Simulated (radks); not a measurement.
# Valence configurations of Re⁺

The task here is to estimate one member of a computed series from the others.

Method: Dirac Kohn-Sham, PBE, spin-unpolarised, spherical densities, finite nucleus; open shells fill j = l - 1/2 first. Code: radks (a radial shooting solver on a logarithmic mesh, Libxc functionals) version 1.

**Starting point**

| Quantity | Value |
| --- | --- |
| element | rhenium (Z = 75) |
| charge | +1 |
| electrons | 74 |
| configuration | [Xe] 4f14 5d5 6s1 |
| nuclear rms radius | 5.3698 fm |
| others tried | 4f12 5d5 6s1 6p2; 4f13 5d5 6s1 6p1; 4f13 5d5 6s2; 4f13.5 5d5.5 6s1; 4f14 5d3 6s1 6p2; 4f13 5d5 6p2; 4f12 5d7 6s1; 4f14 5d5 6p1; 4f13 5d6 6s1 |

The first run:

Input:

```text
Z 75
configuration [Xe] 4f14 5d5 6s1
relativity Dirac
functional pbe,pbe
spin unpolarised
j_filling energy
nucleus finite rms 5.3698 fm
c 137.035999084
```

Steps of the session up to this table: [Xe] 4f14 5d5 6s1.

One of the session's tables, all rows but one given; the rest of the session is left out.

It belongs to the step «[Xe] 4f14 5d5 6s1». Radial moments (bohr):

| level | <r> | outermost maximum (interpolated) | 90 % within | nodes |
| --- | --- | --- | --- | --- |
| 5s1/2 | 1.038 | 0.939 | 1.49 | 4 |
| 5p1/2 | 1.139 | 1.00 | 1.66 | 3 |
| 5p3/2 | 1.241 | 1.09 | 1.81 | 3 |
| 4f5/2 | 0.5763 | 0.414 | 0.948 | 0 |
| 4f7/2 | ? | ? | ? | ? |
| 5d3/2 | 1.823 | 1.39 | 2.87 | 2 |
| 6s1/2 | 2.878 | 2.49 | 4.21 | 5 |
| 5d5/2 | 1.894 | 1.44 | 2.99 | 2 |

Estimate the missing values for 4f7/2.

The run gave: <r>: 0.5852; outermost maximum (interpolated): 0.419; 90 % within: 0.963; nodes: 0. In the column «<r>» it lies between 4f5/2 (0.5763) and 5s1/2 (1.038).
